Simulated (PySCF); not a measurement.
# C4H8OSi2: runs on many settings

Aim: see how C4H8OSi2 (`[SiH3]O[SiH]1C=CC=C1`) answers to the choice of functional, basis, grid and SCF options.

The runs use PySCF 2.14.0, with density-fitted response routines of our own; the level of theory stands in each step. All values are computed, except where a source is named. Atoms count from 0, in the outputs and in this text.

## 1. The starting structure

15 atoms, charge 0, multiplicity 1; geometry from: GFN2-xTB.

Bonds of the start (Å): Si0–O1 1.62, O1–Si2 1.62, Si2–C3 1.89, C3–C4 1.34, C4–C5 1.46, C5–C6 1.34, C6–Si2 1.89, Si0–H7 1.46, Si0–H8 1.46, Si0–H9 1.46, Si2–H10 1.46, C3–H11 1.08, C4–H12 1.08, C5–H13 1.08, C6–H14 1.08.

## 2. Nuclear shieldings: PBE0/def2-SVP

Job settings and geometry (Å):

```
{"job": {"kind": "nmr", "xc": "PBE0", "basis": "def2-SVP", "pop": false, "scf": {"level_shift": 0.1}}, "charge": 0, "multiplicity": 1}
Si     2.886126    -0.470139     0.048235
O      1.520021     0.169967    -0.541585
Si    -0.012708     0.653863    -0.742357
C     -1.276181    -0.731299    -0.975842
C     -2.198173    -0.649224    -0.011021
C     -2.003369     0.400165     0.984911
C     -0.923221     1.172894     0.830027
H      2.565196    -1.307399     1.202749
H      3.727821     0.664992     0.421814
H      3.452174    -1.247814    -1.051730
H      0.045822     1.653324    -1.805439
H     -1.330838    -1.468311    -1.759331
H     -3.051385    -1.308480     0.074089
H     -2.714376     0.499729     1.793752
H     -0.691324     1.975723     1.509817
```

With the program's defaults for keys left out, this is: GIAO PBE0/def2-SVP NMR shielding, non-relativistic, gas phase.

Command:

```console
$ OMP_NUM_THREADS=1 python probes_run.py task.json out
```

This one command runs all jobs of the session in turn.

The log of the run:

```text
final grid: 122872 points
cycle   1  E = -810.4954332635  dE =  8.936e-01  |g| = 7.330e-01  |ddm| = 4.044e+00
cycle   2  E = -810.4377779262  dE =  5.766e-02  |g| = 9.409e-01  |ddm| = 1.402e+00
cycle   3  E = -810.6034843669  dE = -1.657e-01  |g| = 8.914e-02  |ddm| = 7.045e-01
cycle   4  E = -810.6056290905  dE = -2.145e-03  |g| = 2.611e-02  |ddm| = 1.295e-01
cycle   5  E = -810.6058047216  dE = -1.756e-04  |g| = 6.631e-03  |ddm| = 2.889e-02
cycle   6  E = -810.6058142651  dE = -9.543e-06  |g| = 3.064e-03  |ddm| = 9.530e-03
cycle   7  E = -810.6058163186  dE = -2.054e-06  |g| = 8.754e-04  |ddm| = 2.754e-03
cycle   8  E = -810.6058164880  dE = -1.694e-07  |g| = 1.046e-04  |ddm| = 1.006e-03
cycle   9  E = -810.6058164915  dE = -3.428e-09  |g| = 2.437e-05  |ddm| = 1.749e-04
cycle  10  E = -810.6058164917  dE = -2.619e-10  |g| = 6.892e-06  |ddm| = 4.485e-05
level shift removed, Fock matrix diagonalised once more
converged SCF energy = -810.6058164917

GIAO shielding tensors (ppm)
atom      isotropic    diamagn.    paramagn.     s11        s22        s33       span
  0 Si     454.348     880.865    -426.517    424.132    425.187    513.723     89.591
  1 O      333.445     393.383     -59.939    270.829    364.011    365.493     94.665
  2 Si     428.276     884.518    -456.241    381.411    451.559    451.859     70.448
  3 C       68.539     260.948    -192.409    -32.941     52.205    186.353    219.294
  4 C       50.156     251.888    -201.732    -65.149     56.366    159.252    224.401
  5 C       49.928     251.979    -202.050    -65.460     56.036    159.210    224.671
  6 C       68.964     261.048    -192.084    -32.167     52.730    186.327    218.494
  7 H       26.689      30.839      -4.150     23.130     25.589     31.347      8.217
  8 H       26.599      29.225      -2.627     23.081     25.015     31.700      8.619
  9 H       26.623      29.229      -2.605     23.053     25.051     31.766      8.713
 10 H       26.506      29.749      -3.243     22.959     24.572     31.986      9.027
 11 H       25.929      31.995      -6.066     23.301     27.143     27.343      4.042
 12 H       24.896      30.575      -5.679     22.098     24.550     28.041      5.944
 13 H       24.887      30.688      -5.802     22.068     24.546     28.046      5.979
 14 H       25.954      32.225      -6.271     23.335     27.176     27.352      4.017
```

Run time: 16 s. Hardware: 1 thread of Arm Neoverse V1, shared host; peak memory 0.67 GiB.

The references, computed at this level on geometries of the same kind, shield at (ppm): 1H TMS 31.81, 13C TMS 196.2, 29Si TMS 403.7, 17O H2O 344.6. Their shielding less the atom's gives the shift. The references are single molecules in the gas phase, so shifts against H2O, NH3, PH3, H3PO4 or CFCl3 are not on the usual liquid scales and can be off by tens of ppm. Atoms listed in one row are averaged.

```
     atoms                                                   environment  σ (ppm)  δ (ppm)
    C4, C5                                                     alkene CH     50.0    146.1
    C3, C6                                                     alkene CH     68.8    127.4
  H12, H13                                      hydrogen on an alkene CH    24.89     6.91
  H11, H14                                      hydrogen on an alkene CH    25.94     5.86
       H10  hydrogen on a silicon bonded to 2 C, O, in a 5-membered ring    26.51     5.30
H7, H8, H9                             hydrogen on a silicon bonded to O    26.64     5.17
       Si2             silicon bonded to 2 C, O, H, in a 5-membered ring    428.3    -24.5
       Si0                                      silicon bonded to O, 3 H    454.3    -50.6
        O1                                         oxygen bonded to 2 Si    333.4     11.2
```

Ring of atoms Si2, C3, C4, C5, C6: NICS(0) 3.5, NICS(1) 0.2, NICS(1)zz 6.6 ppm (means of both faces).

## 3. Nuclear shieldings: PBE0/pcSseg-1

Settings changed since step 2:

```diff
@@ -1,2 +1,2 @@
-{"job": {"kind": "nmr", "xc": "PBE0", "basis": "def2-SVP", "pop": false, "scf": {"level_shift": 0.1}}, "charge": 0, "multiplicity": 1}
+{"job": {"kind": "nmr", "xc": "PBE0", "basis": "pcSseg-1", "pop": true}, "charge": 0, "multiplicity": 1}
 Si     2.886126    -0.470139     0.048235
```

With the program's defaults for keys left out, this is: GIAO PBE0/pcSseg-1 NMR shielding, non-relativistic, gas phase.

The log of the run:

```text
coarse grid: 13640 points
cycle   1  E = -810.7403648841  dE =  9.422e-01  |g| = 8.049e-01  |ddm| = 3.668e+00
cycle   2  E = -810.5689247418  dE =  1.714e-01  |g| = 1.242e+00  |ddm| = 1.567e+00
cycle   3  E = -810.8590397670  dE = -2.901e-01  |g| = 1.383e-01  |ddm| = 1.103e+00
cycle   4  E = -810.8630561910  dE = -4.016e-03  |g| = 4.158e-02  |ddm| = 1.621e-01
cycle   5  E = -810.8634873532  dE = -4.312e-04  |g| = 1.279e-02  |ddm| = 4.877e-02
cycle   6  E = -810.8635221047  dE = -3.475e-05  |g| = 4.756e-03  |ddm| = 1.325e-02
cycle   7  E = -810.8635277953  dE = -5.691e-06  |g| = 6.828e-04  |ddm| = 4.650e-03
final grid: 122872 points
cycle   8  E = -810.9147223866  dE = -1.542e-05  |g| = 9.368e-03  |ddm| = 2.270e-02
cycle   9  E = -810.9147017674  dE =  2.062e-05  |g| = 1.401e-02  |ddm| = 1.723e-02
cycle  10  E = -810.9147402192  dE = -3.845e-05  |g| = 1.232e-03  |ddm| = 1.071e-02
cycle  11  E = -810.9147405383  dE = -3.192e-07  |g| = 1.946e-04  |ddm| = 1.128e-03
cycle  12  E = -810.9147405456  dE = -7.237e-09  |g| = 7.849e-05  |ddm| = 2.113e-04
cycle  13  E = -810.9147405469  dE = -1.271e-09  |g| = 3.371e-05  |ddm| = 8.628e-05
cycle  14  E = -810.9147405472  dE = -3.006e-10  |g| = 2.822e-06  |ddm| = 3.648e-05
converged SCF energy = -810.9147405472

GIAO shielding tensors (ppm)
atom      isotropic    diamagn.    paramagn.     s11        s22        s33       span
  0 Si     391.512     879.468    -487.956    354.450    358.585    461.500    107.050
  1 O      332.150     397.626     -65.476    265.256    363.298    367.897    102.640
  2 Si     370.162     880.034    -509.872    326.824    385.927    397.736     70.912
  3 C       52.199     262.263    -210.064    -59.459     40.758    175.298    234.757
  4 C       31.552     255.561    -224.009    -93.328     41.944    146.040    239.368
  5 C       31.313     255.564    -224.251    -93.658     41.615    145.981    239.638
  6 C       52.718     262.316    -209.598    -58.663     41.467    175.352    234.015
  7 H       26.623      29.965      -3.342     23.074     25.499     31.295      8.221
  8 H       26.525      28.510      -1.985     23.039     24.908     31.629      8.590
  9 H       26.548      28.510      -1.962     23.006     24.956     31.683      8.677
 10 H       26.417      28.419      -2.002     22.901     24.490     31.858      8.957
 11 H       25.741      31.816      -6.076     23.148     26.935     27.139      3.991
 12 H       24.604      31.062      -6.458     21.898     24.199     27.715      5.818
 13 H       24.595      31.143      -6.547     21.869     24.191     27.726      5.856
 14 H       25.760      32.006      -6.246     23.168     26.973     27.139      3.972
```

Run time: 25 s. Hardware: 1 thread of Arm Neoverse V1, shared host; peak memory 0.85 GiB.

In short: δ C4 155.5, C3 134.5, Si2 -21.0, Si0 -42.4, H12 7.12, H11 5.97 ppm (means over like atoms).

## 4. Ultraviolet spectrum: wB97X/6-31G*

Settings changed since step 3:

```diff
@@ -1,2 +1,2 @@
-{"job": {"kind": "nmr", "xc": "PBE0", "basis": "pcSseg-1", "pop": true}, "charge": 0, "multiplicity": 1}
+{"job": {"kind": "uv", "xc": "wB97X", "basis": "6-31G*", "nstates": 1, "ntriplets": 2, "tda": false, "scf": {"aux": "def2-universal-jkfit"}}, "charge": 0, "multiplicity": 1}
 Si     2.886126    -0.470139     0.048235
```

Method: TDDFT wB97X/6-31G*, vertical, gas phase, core orbitals frozen in the response.

The log of the run:

```text
final grid: 122872 points
cycle   1  E = -811.2486051166  dE =  1.176e+00  |g| = 7.254e-01  |ddm| = 3.618e+00
cycle   2  E = -811.2450251128  dE =  3.580e-03  |g| = 7.934e-01  |ddm| = 1.060e+00
cycle   3  E = -811.3604193684  dE = -1.154e-01  |g| = 6.117e-02  |ddm| = 5.469e-01
cycle   4  E = -811.3614395364  dE = -1.020e-03  |g| = 2.607e-02  |ddm| = 1.012e-01
cycle   5  E = -811.3616372322  dE = -1.977e-04  |g| = 3.464e-03  |ddm| = 3.243e-02
cycle   6  E = -811.3616420052  dE = -4.773e-06  |g| = 1.528e-03  |ddm| = 7.880e-03
cycle   7  E = -811.3616428668  dE = -8.616e-07  |g| = 7.412e-04  |ddm| = 2.347e-03
cycle   8  E = -811.3616430709  dE = -2.041e-07  |g| = 1.299e-04  |ddm| = 1.033e-03
cycle   9  E = -811.3616430914  dE = -2.053e-08  |g| = 3.916e-05  |ddm| = 3.845e-04
cycle  10  E = -811.3616430932  dE = -1.818e-09  |g| = 1.444e-05  |ddm| = 1.123e-04
cycle  11  E = -811.3616430934  dE = -1.737e-10  |g| = 6.022e-06  |ddm| = 3.900e-05
converged SCF energy = -811.3616430934

Static polarisability (au): isotropic 75.713, principal 54.908 76.948 95.284

Singlet excitations
state   eV       nm        f      main configurations
  1   4.2876    289.2   0.04537   H->L 0.98

Triplet excitations (Tamm-Dancoff, eV): 2.5531 4.9067
```

It took 14 s on 1 thread of Arm Neoverse V1, shared host; peak memory 0.65 GiB.

Frontier orbitals and where they lie:

```
orbital      eV                        atoms
 HOMO−3  -11.63    C5 21 %, C4 21 %, C6 11 %
 HOMO−2  -10.62  O1 32 %, H10 14 %, Si2 12 %
 HOMO−1  -10.32    O1 21 %, C3 21 %, C6 20 %
   HOMO   -8.68    C3 32 %, C6 32 %, C4 17 %
   LUMO    0.81    C6 20 %, C3 20 %, C5 18 %
 LUMO+1    2.92             Si0 80 %, O1 7 %
 LUMO+2    4.14    Si2 53 %, C6 10 %, C3 9 %
```

With each of the 1 states as a Gaussian band of 0.4 eV half-width at 1/e, the curve within the window shown has maxima at 289 nm (ε 1,800) L/(mol cm). Beyond the last state computed it falls off for lack of states. The curve at chosen wavelengths:

| nm | ε (L/mol/cm) |
| --- | --- |
| 270 | 1047 |
| 273 | 1244 |
| 275 | 1370 |
| 278 | 1540 |
| 280 | 1636 |
| 283 | 1747 |
| 286 | 1815 |
| 288 | 1835 |
| 291 | 1826 |
| 293 | 1796 |
| 296 | 1720 |
| 299 | 1612 |
| 301 | 1527 |
| 304 | 1385 |
| 306 | 1284 |
| 309 | 1131 |
| 312 | 980 |
| 314 | 883 |
| 317 | 746 |
| 319 | 662 |
| 322 | 547 |
| 325 | 446 |
| 327 | 387 |
| 330 | 310 |
| 332 | 266 |
| 335 | 209 |

Ground-state properties from the same run:

```
           property  computed
  dipole moment (D)      0.71
polarisability (Å³)     11.22
 HOMO–LUMO gap (eV)      9.48
      −ε(HOMO) (eV)      8.68
```

## 5. Nuclear shieldings: HF/pcSseg-1

Settings changed since step 4:

```diff
@@ -1,2 +1,2 @@
-{"job": {"kind": "uv", "xc": "wB97X", "basis": "6-31G*", "nstates": 1, "ntriplets": 2, "tda": false, "scf": {"aux": "def2-universal-jkfit"}}, "charge": 0, "multiplicity": 1}
+{"job": {"kind": "nmr", "xc": "HF", "basis": "pcSseg-1", "pop": false}, "charge": 0, "multiplicity": 1}
 Si     2.886126    -0.470139     0.048235
```

Level: GIAO HF/pcSseg-1 NMR shielding, non-relativistic, gas phase.

The log of the run:

```text
final grid: 122872 points
cycle   1  E = -808.7199599891  dE =  1.406e+00  |g| = 6.446e-01  |ddm| = 3.535e+00
cycle   2  E = -808.8118741673  dE = -9.191e-02  |g| = 3.675e-01  |ddm| = 7.789e-01
cycle   3  E = -808.8370396741  dE = -2.517e-02  |g| = 8.453e-02  |ddm| = 2.913e-01
cycle   4  E = -808.8393238599  dE = -2.284e-03  |g| = 9.423e-03  |ddm| = 1.409e-01
cycle   5  E = -808.8393610623  dE = -3.720e-05  |g| = 2.479e-03  |ddm| = 1.934e-02
cycle   6  E = -808.8393649421  dE = -3.880e-06  |g| = 1.044e-03  |ddm| = 5.373e-03
cycle   7  E = -808.8393654693  dE = -5.272e-07  |g| = 4.016e-04  |ddm| = 1.696e-03
cycle   8  E = -808.8393655693  dE = -1.000e-07  |g| = 1.095e-04  |ddm| = 7.064e-04
cycle   9  E = -808.8393655812  dE = -1.189e-08  |g| = 2.790e-05  |ddm| = 3.065e-04
cycle  10  E = -808.8393655820  dE = -8.456e-10  |g| = 8.973e-06  |ddm| = 8.177e-05
converged SCF energy = -808.8393655820

GIAO shielding tensors (ppm)
atom      isotropic    diamagn.    paramagn.     s11        s22        s33       span
  0 Si     437.534     875.579    -438.045    411.650    414.738    486.215     74.565
  1 O      339.611     401.456     -61.845    295.162    358.777    364.894     69.732
  2 Si     417.263     875.668    -458.405    387.551    428.925    435.313     47.763
  3 C       59.241     263.080    -203.839    -71.091     63.741    185.072    256.163
  4 C       37.622     257.253    -219.630   -107.286     62.164    157.989    265.275
  5 C       37.275     257.213    -219.939   -107.737     61.626    157.935    265.672
  6 C       59.947     263.111    -203.164    -70.023     64.686    185.179    255.203
  7 H       27.671      30.192      -2.521     24.078     26.599     32.337      8.258
  8 H       27.562      28.890      -1.328     24.061     25.872     32.753      8.692
  9 H       27.575      28.890      -1.315     24.023     25.894     32.806      8.784
 10 H       27.379      28.742      -1.363     23.715     25.426     32.997      9.282
 11 H       26.214      32.156      -5.942     23.875     26.715     28.053      4.178
 12 H       25.095      31.354      -6.259     22.113     24.240     28.931      6.818
 13 H       25.083      31.441      -6.359     22.082     24.232     28.934      6.852
 14 H       26.246      32.349      -6.103     23.897     26.763     28.078      4.181
```

Run time: 11 s. Hardware: 1 thread of Arm Neoverse V1, shared host; peak memory 0.81 GiB.

This run: δ C4 155.9, C3 133.8, Si2 -24.0, Si0 -44.2, H12 7.06, H11 5.92 ppm (means over like atoms).

## 6. Shielding tensors: PBE0/pcSseg-1

Settings changed since step 5:

```diff
@@ -1,2 +1,2 @@
-{"job": {"kind": "nmr", "xc": "HF", "basis": "pcSseg-1", "pop": false}, "charge": 0, "multiplicity": 1}
+{"job": {"kind": "nmr", "xc": "PBE0", "basis": "pcSseg-1", "pop": false, "scf": {"conv": 1e-08}, "grid": 1}, "charge": 0, "multiplicity": 1}
 Si     2.886126    -0.470139     0.048235
```

Method: GIAO PBE0/pcSseg-1 NMR shielding, non-relativistic, gas phase.

The log of the run:

```text
final grid: 58504 points
cycle   1  E = -810.7909754138  dE =  9.431e-01  |g| = 8.089e-01  |ddm| = 3.665e+00
cycle   2  E = -810.6157442105  dE =  1.752e-01  |g| = 1.251e+00  |ddm| = 1.578e+00
cycle   3  E = -810.9102070408  dE = -2.945e-01  |g| = 1.382e-01  |ddm| = 1.117e+00
cycle   4  E = -810.9142153404  dE = -4.008e-03  |g| = 4.237e-02  |ddm| = 1.638e-01
cycle   5  E = -810.9146647367  dE = -4.494e-04  |g| = 1.283e-02  |ddm| = 4.966e-02
cycle   6  E = -810.9146996647  dE = -3.493e-05  |g| = 4.814e-03  |ddm| = 1.338e-02
cycle   7  E = -810.9147055201  dE = -5.855e-06  |g| = 7.096e-04  |ddm| = 4.748e-03
cycle   8  E = -810.9147056477  dE = -1.276e-07  |g| = 1.150e-04  |ddm| = 9.190e-04
cycle   9  E = -810.9147056508  dE = -3.138e-09  |g| = 4.191e-05  |ddm| = 1.752e-04
converged SCF energy = -810.9147056508

GIAO shielding tensors (ppm)
atom      isotropic    diamagn.    paramagn.     s11        s22        s33       span
  0 Si     391.512     879.468    -487.956    354.455    358.583    461.497    107.042
  1 O      332.141     397.626     -65.485    265.255    363.278    367.890    102.635
  2 Si     370.175     880.033    -509.858    326.836    385.936    397.753     70.917
  3 C       52.191     262.265    -210.074    -59.475     40.744    175.304    234.779
  4 C       31.556     255.571    -224.016    -93.326     41.947    146.045    239.371
  5 C       31.305     255.569    -224.264    -93.674     41.601    145.988    239.662
  6 C       52.725     262.316    -209.591    -58.654     41.478    175.351    234.005
  7 H       26.623      29.965      -3.342     23.075     25.500     31.295      8.220
  8 H       26.526      28.510      -1.985     23.039     24.908     31.629      8.590
  9 H       26.548      28.511      -1.962     23.006     24.956     31.683      8.676
 10 H       26.416      28.418      -2.002     22.901     24.490     31.858      8.957
 11 H       25.740      31.817      -6.077     23.147     26.934     27.139      3.992
 12 H       24.604      31.059      -6.455     21.898     24.199     27.715      5.817
 13 H       24.594      31.140      -6.545     21.868     24.190     27.725      5.857
 14 H       25.760      32.007      -6.247     23.168     26.973     27.139      3.972
```

Wall time 14 s (1 thread of Arm Neoverse V1, shared host); peak memory 0.84 GiB.

Key values: δ C4 155.5, C3 134.5, Si2 -21.0, Si0 -42.4, H12 7.12, H11 5.97 ppm (means over like atoms).

## 7. Outcome

| quantity | value |
| --- | --- |
| 13C shifts against TMS (PBE0/def2-SVP, means over atoms taken as alike) | 146.1, 127.4 ppm |
| 1H shifts against TMS (PBE0/def2-SVP, means over atoms taken as alike) | 6.91, 5.86, 5.30, 5.17 ppm |
| 29Si shifts against TMS (PBE0/def2-SVP) | -24.5, -50.6 ppm |
| 17O shifts against H2O (PBE0/def2-SVP) | 11.2 ppm |
| lowest singlet (wB97X/6-31G*) | 4.29 eV (289 nm), f = 0.045 |
| lowest triplet | 2.55 eV |

In words: Single values in the summary come from the first run of each kind that ended normally (PBE0/def2-SVP; wB97X/6-31G*), which need not be the best level. The lowest singlet, at 4.29 eV, is HOMO→LUMO 0.98 and is weak. The lowest triplet lies 1.73 eV below the lowest singlet (triplets in Tamm-Dancoff, singlets in full TDDFT).
